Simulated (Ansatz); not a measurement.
**Alloy of GaN and AlN (12 of 64 Ga sites exchanged), 128 atoms**

Wanted: the relaxed alloy cell and its gap (PBEsol and HSE06).

Program: Ansatz 0.2.0, PAW, plane waves. These are calculated values, not measurements.

### 1 The starting cell

128 atoms (52 Ga, 12 Al, 64 N); a = 12.658 Å, b = 12.658 Å, c = 12.658 Å, α = 60.00°, β = 60.00°, γ = 60.00°. All atoms were shaken off their sites by about 0.02 Å along each axis.

The runs, in order: (2) PBEsol cell relaxation at the single k point (½, ½, ½), on 1 × NVIDIA GB300 Max-Q with 8 threads of Arm Neoverse-V2; (3) HSE06 single point at the Γ point alone, on 1 × NVIDIA GB300 Max-Q with 8 threads of Arm Neoverse-V2.

### 2 PBEsol relaxation of the cell and the positions

Input file in.yaml:

```yaml
crystal:
  lattice:
    - [0.000000, 8.950490, 8.950490]
    - [8.950490, 0.000000, 8.950490]
    - [8.950490, 8.950490, 0.000000]
  atoms:
    - { symbol: Ga, position: [0.998192, 0.002819, 0.996935] }
    - { symbol: Ga, position: [0.998423, 0.503150, 0.001234] }
    - { symbol: Ga, position: [0.003654, 0.000166, 0.499567] }
    - { symbol: Ga, position: [0.249263, 0.247768, 0.250094] }
    - { symbol: Ga, position: [0.499335, 0.501759, 0.001119] }
    - { symbol: Ga, position: [0.498789, 0.999751, 0.501464] }
    - { symbol: Ga, position: [0.751829, 0.251272, 0.248751] }
    - { symbol: Ga, position: [0.250031, 0.750012, 0.251075] }
    - { symbol: Ga, position: [0.249435, 0.247548, 0.750592] }
    - { symbol: Ga, position: [0.503103, 0.498999, 0.498501] }
    - { symbol: Ga, position: [0.752750, 0.747676, 0.250811] }
    - { symbol: Ga, position: [0.248188, 0.747936, 0.752782] }
    - { symbol: Ga, position: [0.747734, 0.751277, 0.753397] }
    - { symbol: Ga, position: [0.250499, 0.253298, 0.999135] }
    - { symbol: Ga, position: [0.502750, 0.995943, 0.252476] }
    - { symbol: Ga, position: [0.751410, 0.250616, 0.998283] }
    - { symbol: Ga, position: [0.001772, 0.500404, 0.249954] }
    - { symbol: Ga, position: [0.252111, 0.751789, 0.996782] }
    - { symbol: Ga, position: [0.002250, 0.000440, 0.748452] }
    - { symbol: Ga, position: [0.249212, 0.247755, 0.499420] }
    - { symbol: Ga, position: [0.501988, 0.502470, 0.244898] }
    - { symbol: Ga, position: [0.748984, 0.750021, 0.001125] }
    - { symbol: Ga, position: [0.499629, 0.996577, 0.750157] }
    - { symbol: Ga, position: [0.748908, 0.248586, 0.502547] }
    - { symbol: Ga, position: [0.247288, 0.750690, 0.502062] }
    - { symbol: Ga, position: [0.501013, 0.495944, 0.751838] }
    - { symbol: Ga, position: [0.999028, 0.252724, 0.999824] }
    - { symbol: Ga, position: [0.250364, 0.001448, 0.249130] }
    - { symbol: Ga, position: [0.500846, 0.249771, 0.997346] }
    - { symbol: Ga, position: [0.749356, 0.997725, 0.250714] }
    - { symbol: Ga, position: [0.001800, 0.749955, 0.999820] }
    - { symbol: Ga, position: [0.998898, 0.249839, 0.497015] }
    - { symbol: Ga, position: [0.248818, 0.503352, 0.249579] }
    - { symbol: Ga, position: [0.250903, 0.001226, 0.749200] }
    - { symbol: Ga, position: [0.501127, 0.247473, 0.503377] }
    - { symbol: Ga, position: [0.751443, 0.497608, 0.248673] }
    - { symbol: Ga, position: [0.749269, 0.002769, 0.746209] }
    - { symbol: Ga, position: [0.997782, 0.750008, 0.500694] }
    - { symbol: Ga, position: [0.249125, 0.497603, 0.751334] }
    - { symbol: Ga, position: [0.247970, 0.000960, 0.001519] }
    - { symbol: Ga, position: [0.748792, 0.999326, 0.000594] }
    - { symbol: Ga, position: [0.249508, 0.499288, 0.000557] }
    - { symbol: Ga, position: [0.248448, 0.002022, 0.500651] }
    - { symbol: Ga, position: [0.497987, 0.250855, 0.249934] }
    - { symbol: Ga, position: [0.749454, 0.498379, 0.002894] }
    - { symbol: Ga, position: [0.752377, 0.997038, 0.500797] }
    - { symbol: Ga, position: [0.001942, 0.749365, 0.249480] }
    - { symbol: Ga, position: [0.997659, 0.247503, 0.753374] }
    - { symbol: Ga, position: [0.498500, 0.253207, 0.748080] }
    - { symbol: Ga, position: [0.750812, 0.498759, 0.500092] }
    - { symbol: Ga, position: [0.999844, 0.752956, 0.746006] }
    - { symbol: Ga, position: [0.499691, 0.750712, 0.749519] }
    - { symbol: Al, position: [0.502388, 0.001498, 0.999014] }
    - { symbol: Al, position: [0.000310, 0.497367, 0.501159] }
    - { symbol: Al, position: [0.753046, 0.245955, 0.751062] }
    - { symbol: Al, position: [0.999025, 0.999058, 0.252624] }
    - { symbol: Al, position: [0.002292, 0.498641, 0.747920] }
    - { symbol: Al, position: [0.746480, 0.753376, 0.500548] }
    - { symbol: Al, position: [0.499585, 0.752415, 0.998280] }
    - { symbol: Al, position: [0.500159, 0.748339, 0.499175] }
    - { symbol: Al, position: [0.751350, 0.499018, 0.748627] }
    - { symbol: Al, position: [0.996861, 0.254895, 0.249030] }
    - { symbol: Al, position: [0.250648, 0.498694, 0.501659] }
    - { symbol: Al, position: [0.502263, 0.751432, 0.248290] }
    - { symbol: N, position: [0.063357, 0.062889, 0.062918] }
    - { symbol: N, position: [0.565146, 0.060445, 0.061222] }
    - { symbol: N, position: [0.065462, 0.559086, 0.061016] }
    - { symbol: N, position: [0.067014, 0.060771, 0.562851] }
    - { symbol: N, position: [0.309382, 0.314920, 0.314009] }
    - { symbol: N, position: [0.566495, 0.558267, 0.064199] }
    - { symbol: N, position: [0.564172, 0.063855, 0.560934] }
    - { symbol: N, position: [0.811741, 0.312919, 0.314688] }
    - { symbol: N, position: [0.065140, 0.563308, 0.559689] }
    - { symbol: N, position: [0.311882, 0.816017, 0.312901] }
    - { symbol: N, position: [0.315827, 0.308084, 0.812636] }
    - { symbol: N, position: [0.562532, 0.564987, 0.561036] }
    - { symbol: N, position: [0.812490, 0.811644, 0.312714] }
    - { symbol: N, position: [0.810213, 0.313295, 0.812512] }
    - { symbol: N, position: [0.310921, 0.814607, 0.811289] }
    - { symbol: N, position: [0.812314, 0.812613, 0.812519] }
    - { symbol: N, position: [0.062622, 0.063339, 0.310719] }
    - { symbol: N, position: [0.312326, 0.310840, 0.062188] }
    - { symbol: N, position: [0.568797, 0.062317, 0.309632] }
    - { symbol: N, position: [0.815485, 0.309838, 0.061887] }
    - { symbol: N, position: [0.065838, 0.565016, 0.312673] }
    - { symbol: N, position: [0.315126, 0.810682, 0.061679] }
    - { symbol: N, position: [0.063419, 0.060966, 0.811623] }
    - { symbol: N, position: [0.309609, 0.313472, 0.562050] }
    - { symbol: N, position: [0.563412, 0.563587, 0.312818] }
    - { symbol: N, position: [0.812710, 0.810124, 0.064416] }
    - { symbol: N, position: [0.562804, 0.062375, 0.808752] }
    - { symbol: N, position: [0.812135, 0.312637, 0.563998] }
    - { symbol: N, position: [0.066053, 0.560083, 0.813540] }
    - { symbol: N, position: [0.311093, 0.815576, 0.561271] }
    - { symbol: N, position: [0.563602, 0.562682, 0.813675] }
    - { symbol: N, position: [0.809636, 0.813337, 0.564140] }
    - { symbol: N, position: [0.061371, 0.311203, 0.062460] }
    - { symbol: N, position: [0.316482, 0.060699, 0.310023] }
    - { symbol: N, position: [0.562950, 0.315233, 0.060564] }
    - { symbol: N, position: [0.812321, 0.063537, 0.310538] }
    - { symbol: N, position: [0.060357, 0.812674, 0.063483] }
    - { symbol: N, position: [0.062282, 0.313395, 0.563187] }
    - { symbol: N, position: [0.313686, 0.562842, 0.311122] }
    - { symbol: N, position: [0.563360, 0.815695, 0.058515] }
    - { symbol: N, position: [0.314796, 0.061550, 0.812220] }
    - { symbol: N, position: [0.560834, 0.312016, 0.563982] }
    - { symbol: N, position: [0.815333, 0.560068, 0.313973] }
    - { symbol: N, position: [0.813838, 0.065228, 0.809045] }
    - { symbol: N, position: [0.061833, 0.814790, 0.560147] }
    - { symbol: N, position: [0.313821, 0.562051, 0.811038] }
    - { symbol: N, position: [0.560253, 0.814060, 0.563618] }
    - { symbol: N, position: [0.812707, 0.559939, 0.810439] }
    - { symbol: N, position: [0.311472, 0.063976, 0.060262] }
    - { symbol: N, position: [0.811390, 0.062207, 0.062694] }
    - { symbol: N, position: [0.062744, 0.313037, 0.315131] }
    - { symbol: N, position: [0.311845, 0.565199, 0.061344] }
    - { symbol: N, position: [0.311374, 0.062525, 0.563440] }
    - { symbol: N, position: [0.558763, 0.314250, 0.313727] }
    - { symbol: N, position: [0.812834, 0.564197, 0.059428] }
    - { symbol: N, position: [0.811622, 0.060101, 0.564456] }
    - { symbol: N, position: [0.062490, 0.812297, 0.314232] }
    - { symbol: N, position: [0.061258, 0.312397, 0.813868] }
    - { symbol: N, position: [0.316769, 0.558219, 0.561393] }
    - { symbol: N, position: [0.559238, 0.814884, 0.311671] }
    - { symbol: N, position: [0.560989, 0.310567, 0.812838] }
    - { symbol: N, position: [0.813560, 0.562846, 0.562161] }
    - { symbol: N, position: [0.063124, 0.811901, 0.815654] }
    - { symbol: N, position: [0.558911, 0.811532, 0.816878] }
kpoints:
  mp_grid: { grid: [1, 1, 1], shift: [0.5, 0.5, 0.5] }
hamiltonian:
  xc: pbesol
scf:
  occupations: { method: fermi_dirac, width: 0.01 }
relax:
  f_tol: 0.03
  max_steps: 80
  escape_saddle: false
  adjacent_minimum: "off"
  cell: { fix: [shape] }
output:
  forces: true
  eigenvalues: true
  populations: true
```

Run with:

```sh
ansatz run in.yaml --threads 8 --pin off --max-ram 118750MiB --runs-dir r --events-out ev --progress --plain --backend cuda --devices 0,
```

The runs that follow: Single point with HSE06.

What does the calculation give? Wanted: for each run, top filled to lowest empty.

As calculated:

```
             level         time   k points  top filled to lowest empty (eV)
PBEsol, relaxation  7.5 s (GPU)  (½, ½, ½)                             3.27
             HSE06   67 s (GPU)          Γ                             3.44
```

```
     quantity                                                                         value
   relaxation                                              4 recorded steps, 2.12 eV gained
largest shift                                                                  0.10 Å (N70)
 relaxed cell  a = 12.658 Å, b = 12.658 Å, c = 12.658 Å, α = 60.00°, β = 60.00°, γ = 60.00°
   mean bonds                                                      Al–N 1.898, Ga–N 1.947 Å
```

**What this shows.** The relaxation lowers the energy by 2.12 eV; the largest shift is 0.10 Å (N70), while the volume changes by +0.0 %. The mean lengths of the listed bonds run from Al–N 1.90 Å to Ga–N 1.95 Å. Rows on different k points differ by sampling as well as by level. With one k point the spacing samples only the states that fold onto it, so it can exceed the gap over the zone.
